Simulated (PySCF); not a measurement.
# A diatomic session: GeP

Aim: find the lowest electronic state of GeP, scan its bond at several levels of theory, and get bond length, wavenumber and dissociation energy from each curve.

The runs use PySCF 2.14.0; Ge x2c-TZVPPall, P x2c-TZVPPall, spin-free X2C with a Gaussian nucleus.

### Step 1. Set-up

A driver script around PySCF takes these settings:

```
atoms                         : Ge, P
charge                        : 0
basis                         : Ge x2c-TZVPPall, P x2c-TZVPPall
Hamiltonian                   : spin-free X2C with a Gaussian nucleus
basis functions               : 90
electrons treated             : 47
masses in u                   : 73.9212, 30.9738
levels                        : PBE0, PBE, r²SCAN, TPSS, r²SCAN0, M06-2X, TPSSh, ωB97X-V, HF, MP2, SCS-MP2, CCSD, CCSD(T)
grid                          : 80 radial by 434 angular points
occupations                   : held fixed by the projection of orbital angular momentum
dissociation limit            : Ge + P, each in its ground configuration
starting distance in angstrom : 2.225
values of 2S to try           : 1, 3, 5
```

Run with:

```
> OMP_NUM_THREADS=1 python dia.py task.json out
```

Further steps of the session: The PBE0 curve of the state that the search chose; Excited determinants; PBE (GGA); r²SCAN (meta-GGA); TPSS (meta-GGA); r²SCAN0 (hybrid meta-GGA); M06-2X (hybrid meta-GGA); TPSSh (hybrid meta-GGA); ωB97X-V (range-separated hybrid); ROHF (mean field); MP2 and coupled cluster.

Before running it: what results should come out? Wanted: for each run, Re; ωe; De; μ.

**Answer**, as computed:

Lowest PBE0 solution found, without spin–orbit coupling: ²Π (doublet), unpaired electrons π ↑. State 2 has its PBE0 minimum 0.21 eV higher. State 3 has its PBE0 minimum 1.54 eV higher. State 4 has its PBE0 minimum 3.00 eV higher. The other levels ran on the lowest alone.

```csv
level,Re (Å),ωe (cm⁻¹),De (eV),μ (D)
ROHF,2.121,536,1.04,-1.66
ROHF-MP2,2.147,494,3.02,n/a
ROHF-SCS-MP2,2.149,492,3.05,n/a
ROHF-CCSD,2.146,497,2.82,n/a
ROHF-CCSD(T),2.162,476,3.08,n/a
PBE,2.172,466,3.64,-1.24
TPSS,2.162,473,3.52,-1.28
r²SCAN,2.147,489,3.42,-1.21
TPSSh,2.151,485,3.39,-1.32
PBE0,2.143,498,3.31,-1.34
r²SCAN0,2.131,508,3.15,-1.30
M06-2X,2.140,502,3.27,-1.33
ωB97X-V,2.119,530,3.45,-1.43
```

De is counted to Ge + P in their ground configurations. A positive dipole means Ge(−)P(+).

Differences from CCSD(T) in the same basis:

```csv
level,Re (mÅ),ωe (%)
ROHF,-40,+12.6
ROHF-MP2,-14,+3.8
ROHF-SCS-MP2,-12,+3.4
ROHF-CCSD,-16,+4.5
PBE,+10,-2.1
TPSS,0,-0.6
r²SCAN,-14,+2.8
TPSSh,-11,+2.0
PBE0,-19,+4.6
r²SCAN0,-31,+6.8
M06-2X,-21,+5.5
ωB97X-V,-43,+11.4
```

**Reading.** Judged by CCSD(T) in the same basis: best bond length TPSS (0 mÅ), worst ωB97X-V (-43 mÅ); best wavenumber TPSS (-0.6 %), worst ROHF (+12.6 %). Hartree–Fock falls on the short and stiff side, its usual fault. PBE has the long and soft bond that GGAs tend to give. Among the levels with a De in the table, it runs from 1.04 eV (ROHF) to 3.64 eV (PBE).

Correlated steps freeze 14 core orbitals.
